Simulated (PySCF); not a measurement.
# WCl2: relaxation and vibrations of the triplet

Where does triplet WCl2 go from a bent start, is the end point a minimum, and what are its modes, charges and moments?

Method: B3LYP, basis W def2-TZVP with ECP60, Cl def2-TZVP, scalar-relativistic core potentials, no spin–orbit coupling, density fitting; program: PySCF 2.14.0.

## 1. The starting structure

3 atoms, charge 0, spin multiplicity 3.

Bond lengths: W1–Cl2 2.360 Å, W1–Cl3 2.360 Å. Angles: Cl2–W1–Cl3 110.0°.

Coordinates in bohr (charge 0 multiplicity 3):
```
W     0.0000    0.0000    0.0000
Cl    3.6532    0.0000    2.5579
Cl   -3.6532    0.0000    2.5579
```

## 2. The SCF at the typed geometry

The steps below are one call of a driver around PySCF. For each, scf.py gives the equivalent set-up of the SCF; relaxations use the driver's own optimiser. After this first run the driver tries any further starts and a stability analysis.

The input, scf.py:

```python
from pyscf import gto, scf, dft
mol = gto.M(atom='''
W      0.000000     0.000000     0.000000
Cl     1.933200     0.000000     1.353600
Cl    -1.933200     0.000000     1.353600''',
    basis={'W': 'def2-TZVP', 'Cl': 'def2-TZVP'},
    ecp={'W': 'def2-TZVP'},
    charge=0, spin=2)
mf = dft.UKS(mol, xc='B3LYP')
mf.grids.atom_grid = (50, 194)
aux = {'W': 'def2-universal-JKFIT', 'Cl': 'def2-universal-JKFIT'}
mf = mf.density_fit(auxbasis=aux)
mf.conv_tol = 1e-08
mf.diis_space = 10
mf.max_cycle = 60
mf.init_guess = 'minao'
mf.verbose = 4
mf.kernel()
```

Started as:

```
$ OMP_NUM_THREADS=4 python axn.py task.json out
```

What it wrote:

```text
init E= -968.653713704247
[... the frontier-level lines of each cycle are left out ...]
cycle= 1 E= -987.448284323424  delta_E= -18.8  |g|= 0.44  |ddm|= 4.86
cycle= 2 E= -986.341171370973  delta_E= 1.11  |g|= 1.57  |ddm|= 1.36
cycle= 3 E= -987.534834505382  delta_E= -1.19  |g|= 0.159  |ddm|= 1.09
cycle= 4 E= -987.542675411297  delta_E= -0.00784  |g|= 0.106  |ddm|= 0.262
cycle= 5 E= -987.549146530974  delta_E= -0.00647  |g|= 0.0122  |ddm|= 0.113
cycle= 6 E= -987.549377721115  delta_E= -0.000231  |g|= 0.00525  |ddm|= 0.0279
cycle= 7 E= -987.549547314067  delta_E= -0.00017  |g|= 0.00319  |ddm|= 0.0323
cycle= 8 E= -987.549666231134  delta_E= -0.000119  |g|= 0.00202  |ddm|= 0.0405
cycle= 9 E= -987.549690941498  delta_E= -2.47e-05  |g|= 0.000809  |ddm|= 0.022
cycle= 10 E= -987.549692687537  delta_E= -1.75e-06  |g|= 0.000331  |ddm|= 0.00545
cycle= 11 E= -987.549692833088  delta_E= -1.46e-07  |g|= 8.11e-05  |ddm|= 0.00135
cycle= 12 E= -987.549692842644  delta_E= -9.56e-09  |g|= 3.52e-05  |ddm|= 0.000258
Extra cycle  E= -987.549692843695  delta_E= -1.05e-09  |g|= 4.7e-05  |ddm|= 0.000122
converged SCF energy = -987.549692843695  <S^2> = 2.0102867  2S+1 = 3.00685
```

This step, with its further starts and checks, ran for 19 s (4 threads of Arm Neoverse V2, shared host).

The starts that the driver tried:

```
                      start  energy (Eh)
    the minimal-basis guess  -987.549693
a thermally smeared density  -987.549693
      a smeared PBE density  -987.549693
```

This is not the lowest solution: one lies 23.6 kJ/mol lower, at -987.55867 Eh, and the relaxation starts from that.

## 3. Relaxing the triplet from the bent start

The program finds C2v symmetry in the start, which this walk keeps. The walk stops when the largest gradient is under 0.0003 Eh/bohr and the energy has settled too.

scf.py: that of step 2 with these lines changed.

```diff
@@ -3,3 +3,3 @@
-W      0.000000     0.000000     0.000000
-Cl     1.933200     0.000000     1.353600
-Cl    -1.933200     0.000000     1.353600''',
+W      0.000000     0.000000    -0.372871
+Cl     1.933200     0.000000     0.980729
+Cl    -1.933200     0.000000     0.980729''',
@@ -16 +15,0 @@
-mf.init_guess = 'minao'
```

Steps of the walk:

```
step  energy (Eh)  change (kJ/mol)  largest symmetric gradient (Eh/bohr)
   0  -987.558670             0.00                               0.04804
   1  -987.569528           -28.51                               0.02629
   2  -987.577327           -48.98                               0.01143
   3  -987.585526           -70.51                               0.00940
   4  -987.587277           -75.11                               0.01180
   5  -987.588168           -77.45                               0.00455
   6  -987.588678           -78.79                               0.00174
   7  -987.588810           -79.13                               0.00135
   8  -987.588859           -79.26                               0.00024
   9  -987.588866           -79.28                               0.00078
  10  -987.588869           -79.29                               0.00005
```

The walk took 23 s.

After 10 steps and 79.3 kJ/mol it ends at D∞h: W–Cl 2.227 Å (×2); Cl–W–Cl 179.9°.

## 4. Hessian and properties

The point is checked on the finer grid, and tightened if its gradient asks for it. The Hessian and the dipole derivatives come from central differences of analytic gradients, with steps of 0.02 bohr.

scf.py: that of step 3 with these lines changed.

```diff
@@ -3,3 +3,3 @@
-W      0.000000     0.000000    -0.372871
-Cl     1.933200     0.000000     0.980729
-Cl    -1.933200     0.000000     0.980729''',
+W      0.000000     0.000000     0.000000
+Cl     2.227196     0.000000     0.000000
+Cl    -2.227196     0.000000     0.000000''',
@@ -10 +10 @@
-mf.grids.atom_grid = (50, 194)
+mf.grids.atom_grid = (75, 302)
@@ -13 +13 @@
-mf.conv_tol = 1e-08
+mf.conv_tol = 1e-10
```

This SCF starts from the last density.

Log of the central SCF (cycles and frontier levels):

```text
init E= -987.588847767308
[... the frontier-level lines of each cycle are left out ...]
cycle= 1 E= -987.588847767307  delta_E= 4.55e-13  |g|= 6.67e-07  |ddm|= 1.1e-06
Extra cycle  E= -987.588847767307  delta_E= 6.82e-13  |g|= 9.25e-07  |ddm|= 1.4e-06
converged SCF energy = -987.588847767307  <S^2> = 2.0138493  2S+1 = 3.0092187
```

The whole step took 20 s.

Geometry: D∞h; W–Cl 2.227 Å (×2); Cl–W–Cl 180.0°.

Harmonic modes (main isotopes):

```
symmetry  ω (cm⁻¹)  IR (km/mol)
      πu        42          0.2
     σg+       406          0.0
     σu+       417          124
```

Every mode is real; the point is a minimum.

Properties at this point:

```
Dipole moment                                                   : 0.00 D
Highest occupied level                                          : -5.81 eV
Lowest empty level                                              : -3.86 eV
Rotational constants                                            : 0.04859 cm⁻¹
Zero-point energy                                               : 5.4 kJ/mol
Principal polarisabilities                                      : 60.2, 60.2, 97.0 bohr³
Atomisation energy without zero-point energy                    : 812 kJ/mol
Principal traceless quadrupole moments about the centre of mass : -0.11, -0.11, 0.22 D Å
Entropy at 298.15 K and 1 bar (electronic part: spin only)      : 310.1 J/(mol K)
Heat capacity Cp at 298.15 K                                    : 57.8 J/(mol K)
Enthalpy at 298.15 K above 0 K                                  : 14.72 kJ/mol
Rotational symmetry number                                      : 2
Spin squared ⟨S²⟩                                               : 2.014
```

Charges (e) and bond orders:

| atom | Mulliken | Löwdin | polar tensor | spin (Mulliken) | Mayer order to W1 |
| --- | --- | --- | --- | --- | --- |
| W1 | 0.55 | -0.21 | 0.89 | 2.12 | – |
| Cl2,3 | -0.27 | 0.10 | -0.45 | -0.06 | 1.28 |

Outer orbital energies (eV). α occupied: -10.61, -10.61, -10.28, -9.91, -9.91, -7.00, -6.88, -6.88; empty: -3.86, -3.86, -0.38, -0.38. β occupied: -22.73, -12.43, -10.54, -10.54, -10.31, -9.99, -9.99, -5.81; empty: -3.11, -3.11, -2.99, -2.99.

Mulliken populations on W1 (outside its core potential): s 3.28, p 6.23, d 3.89, f 0.05.

## 5. Results

```
                                          quantity                              value
                                           minimum                       triplet, D∞h
                                          geometry  W–Cl 2.227 Å (×2); Cl–W–Cl 180.0°
                                wavenumbers (cm⁻¹)      42 (πu), 406 (σg+), 417 (σu+)
                                     dipole moment                             0.00 D
highest occupied, lowest empty level (either spin)                    -5.81, -3.86 eV
                         polar-tensor charge of W1                            +0.89 e
                                 zero-point energy                         5.4 kJ/mol
                               entropy at 298.15 K                    310.1 J/(mol K)
         atomisation energy (no zero-point energy)                         812 kJ/mol
                                              ⟨S²⟩                              2.014
```

What this shows: From C2v at the start the molecule goes to a D∞h minimum. In the infrared the band at 417 cm⁻¹ (σu+, stretch) leads. The dipole vanishes although W1 carries +0.9 e by the polar tensor: the bond dipoles cancel. Most of the spin sits on W1 (Mulliken spin 2.12, against 2 for the whole molecule). The first SCF alone would have been 24 kJ/mol too high. Other starts or spin states, not run here, may lie lower. One determinant may miss the lowest occupation of an open d or f shell. With an element this heavy the missing spin–orbit coupling can shift these numbers.

The search up to here took 62 s.
